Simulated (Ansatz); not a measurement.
# FH5O2W: the cost of one run

Program: Ansatz 0.2.0. Level of theory: RKS PBE/def2-SVP. These are calculated values, not measurements.

## 1. The system as given

Bond lengths: W1–F2 1.850 Å, W1–O3 1.940 Å, O3–H4 1.010 Å, W1–H5 1.720 Å, W1–O6 1.940 Å, O6–H7 1.010 Å, W1–H8 1.720 Å, W1–H9 1.720 Å. Angles (14 of 17 angles, heavy atoms first): F2–W1–O3 90.0°, F2–W1–O6 90.0°, O3–W1–O6 180.0°, F2–W1–H5 90.0°, F2–W1–H8 90.0°, F2–W1–H9 180.0°, O3–W1–H5 90.0°, O3–W1–H8 90.0°, O3–W1–H9 90.0°, H5–W1–O6 90.0°, O6–W1–H8 90.0°, O6–W1–H9 90.0°, W1–O3–H4 109.5°, W1–O6–H7 109.5°.

Coordinates:

```xyz
9

W     0.0000    0.0000    0.0000
F     0.0000    0.0000    1.8500
O     1.9400    0.0000    0.0000
H     2.2771   -0.9519   -0.0197
H     0.0000    1.7200    0.0000
O    -1.9400    0.0000    0.0000
H    -2.2771   -0.1263    0.9437
H     0.0000   -1.7200    0.0000
H     0.0000    0.0000   -1.7200
```

## 2. Relaxing the start

input.yaml

```yaml
crystal:
  periodic: [false, false, false]
  atoms:
    - { symbol: W, position_ang: [0.0, 0.0, 0.0] }
    - { symbol: F, position_ang: [0.0, 0.0, 1.85] }
    - { symbol: O, position_ang: [1.94, 0.0, 0.0] }
    - { symbol: H, position_ang: [2.2771, -0.9519, -0.0197] }
    - { symbol: H, position_ang: [0.0, 1.72, 0.0] }
    - { symbol: O, position_ang: [-1.94, 0.0, 0.0] }
    - { symbol: H, position_ang: [-2.2771, -0.1263, 0.9437] }
    - { symbol: H, position_ang: [0.0, -1.72, 0.0] }
    - { symbol: H, position_ang: [0.0, 0.0, -1.72] }
basis:
  gaussian: { orbitals: def2-SVP }
hamiltonian:
  xc: pbe
relax:
  f_tol: 0.02
  max_steps: 40
```

Run with:

```bash
ansatz run input.yaml --threads 1 --pin off --max-ram 2048MiB --backend cpu --events-out ev --progress --plain --runs-dir out
```

What time and memory should one allow on 1 thread of Arm Neoverse V1, shared host?

About 82 s, with a peak of 0.13 GiB.
